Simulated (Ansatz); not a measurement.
Ta3N in Ansatz: the effect of strain

The system is Ta3N.

```
Ta N
1.0
     3.03222    0.00000    0.00000
    -1.51611    2.62598    0.00000
     0.00000    0.00000    7.22317
Ta N
3 1
Direct
  0.66667 0.33333 0.82607
  0.33333 0.66667 0.17393
  0.00000 0.00000 0.50000
  0.00000 0.00000 0.00000
```

The cell comes from a database or a generator and needn't be the stable form of this composition.

Alike in all runs:

- Program: Ansatz 0.2.0
- Task: relaxation of the atoms
- Functional: PBEsol
- Potentials or basis: Ansatz PAW
- Cutoff: 420 eV (not typed: the program's choice for these potentials)
- k mesh: 8 × 8 × 3
- Occupations: fermi-dirac, width 0.05 eV
- Spin: no spin polarisation
- Kind of strain: uniaxial

Each run relaxes the cell or the atoms first.

One run gave: pressure -15.6 GPa. Which strain did it use?
A. -0.01
B. -0.04
C. 0.04
D. 0
E. 0.02

C.

```csv
strain,pressure (GPa)
-0.04,3.2
-0.02,-2.5
-0.01,-5.1
0,-7.5
0.01,-9.7
0.02,-11.8
0.04,-15.6
```

Caveats: the PAW data sets come from PBE, with cores solved anew for the run's functional, which leaves a small shift of forces and pressure; the thresholds are loose for stress.
